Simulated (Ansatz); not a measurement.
# ZrZn4N: the cost of one run

Program: Ansatz 0.2.0. Level of theory: DFT PBE, scalar-relativistic, plane waves, PAW. These are calculated values, not measurements.

## (1) The starting structure

Symmetry: P6/mmm, No. 191, hexagonal system. The conventional cell has a = 3.461 Å, b = 3.461 Å, c = 7.036 Å, α = 90.00°, β = 90.00°, γ = 120.00°. Around Zr (site symmetry 6/mmm) lie 12 Zn at 2.71 Å. Zn (site symmetry 3m) is surrounded by 3 Zn at 2.00 Å and 3 N at 2.62 Å. N (site symmetry 6/mmm) has 12 Zn at 2.62 Å as nearest neighbours.

Coordinates:

```xyz
6
Lattice="3.4611 0.0000 0.0000 -1.7306 2.9974 0.0000 0.0000 0.0000 7.0358" Properties=species:S:1:pos:R:3 pbc="T T T"
Zr    0.0000    0.0000    3.5179
Zn    0.0000    1.9983    5.3443
Zn    0.0000    1.9983    1.6915
Zn    1.7306    0.9991    5.3443
Zn    1.7306    0.9991    1.6915
N     0.0000    0.0000    0.0000
```

A structure generator made this guess: species swapped into a database cell of TiCrB4 (P6/mmm, No. 191), with Zr on the Ti sites, N on the Cr sites and Zn on the B sites. The dimensions are guesses.

## (2) The guess as it stands, on a coarse mesh

Contents of input.yaml:

```yaml
crystal:
  lattice:
    - [3.46110268, 0.0, 0.0]
    - [-1.73055134, 2.99740285, 0.0]
    - [0.0, 0.0, 7.03577821]
  atoms:
    - { symbol: Zr, position: [0.0, 0.0, 0.5] }
    - { symbol: Zn, position: [0.33333333, 0.66666667, 0.75959003] }
    - { symbol: Zn, position: [0.33333333, 0.66666667, 0.24040997] }
    - { symbol: Zn, position: [0.66666667, 0.33333333, 0.75959003] }
    - { symbol: Zn, position: [0.66666667, 0.33333333, 0.24040997] }
    - { symbol: "N", position: [0.0, 0.0, 0.0] }
basis:
  ecutwfc: 420
kpoints:
  mp_grid: { grid: [6, 6, 4] }
hamiltonian:
  xc: pbe
scf:
  occupations: { method: gaussian, width: 0.1 }
  lower_state_search: "off"
output:
  forces: true
  stress: true
  eigenvalues: true
```

Command:

```
$ ansatz run input.yaml --threads 1 --pin off --max-ram 2048MiB --backend cpu --events-out ev --progress --plain --runs-dir out
```

**Question.** How long does this run take on 1 thread of Arm Neoverse N1, shared host, and how much memory does it need?

About 7.8 s, with a peak of 0.43 GiB.
